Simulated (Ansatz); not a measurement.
This script drives Ansatz 0.2.0 through its Python package.

The script, `run_scan.py`:
```python
"""Stretching a bond of CH4BNO, the rest held rigid."""

import ansatz as az
import numpy as np


def main() -> None:
    system = (
        az.Crystal.molecule()
        .atom("N", (-1.0208, 0.9643, -0.4478))
        .atom("C", (0.0464, 0.7809, 0.1226))
        .atom("B", (0.4699, -0.6818, 0.4053))
        .atom("O", (-0.2714, -1.8011, 0.0385))
        .atom("H", (-1.37, 1.9668, -0.6745))
        .atom("H", (0.6911, 1.6257, 0.4143))
        .atom("H", (1.5604, -0.8777, 0.9656))
        .atom("H", (-0.0134, -2.0343, -0.8798))
    )

    symbols = [site.symbol for site in system.cartesian_sites]
    start = np.array([site.position_ang for site in system.cartesian_sites])
    axis = (start[3] - start[2]) / np.linalg.norm(start[3] - start[2])
    moving = [3, 7]
    lengths, energies = [1.18, 1.28, 1.39, 1.53, 1.74, 2.09, 2.51, 3.06], []
    for length in lengths:
        xyz = start.copy()
        xyz[moving] += (length - np.linalg.norm(start[3] - start[2])) * axis
        point = az.Crystal.molecule()
        for symbol, place in zip(symbols, xyz):
            point = point.atom(symbol, place.tolist())
        setup = (
            point.calculation()
            .basis(gaussian="def2-SVP")
            .functional("b3lyp", dispersion="d3bj")
            .spin("collinear")
        )
        r = setup.run(threads=1, pin="off").report
        energies.append(r["free_energy_ev"])
        print(f"r = {length:6.3f} A  E = {energies[-1]:.5f} eV  <S^2> = {abs(r['mean_field']['state']['spin_squared']):.3f}")

    print("energy above the lowest point (eV):", [round(e - min(energies), 3) for e in energies])


if __name__ == "__main__":
    main()
```

It is started by `python run_scan.py`. Estimate its wall time and peak memory on 1 thread of Arm Neoverse V2, with other jobs on the host.

It took about 26 s, with a peak of 0.24 GiB, for 8 runs of the engine.

```console
$ python run_scan.py
r =  1.180 A  E = -5310.10575 eV  <S^2> = 0.000
r =  1.280 A  E = -5311.00237 eV  <S^2> = 0.000
r =  1.390 A  E = -5311.19493 eV  <S^2> = 0.000
r =  1.530 A  E = -5310.82157 eV  <S^2> = 0.000
r =  1.740 A  E = -5309.76173 eV  <S^2> = 0.000
r =  2.090 A  E = -5307.90900 eV  <S^2> = 0.000
r =  2.510 A  E = -5306.20484 eV  <S^2> = 0.246
r =  3.060 A  E = -5305.33943 eV  <S^2> = 0.759
energy above the lowest point (eV): [1.089, 0.193, 0.0, 0.373, 1.433, 3.286, 4.99, 5.855]
```

Caveats:
- Total energies depend on the basis set; only differences at equal settings carry meaning.
- The rest of the molecule is held rigid at a force-field or estimated start geometry, and the basis set is modest; single-reference methods fail as a bond breaks.
- The expectation value of S² is noticeably off S(S+1) in at least one run, so that state is spin-contaminated.
- b3lyp holds the VWN-RPA fit, as in Gaussian; the form of ORCA and Turbomole is b3lyp5.
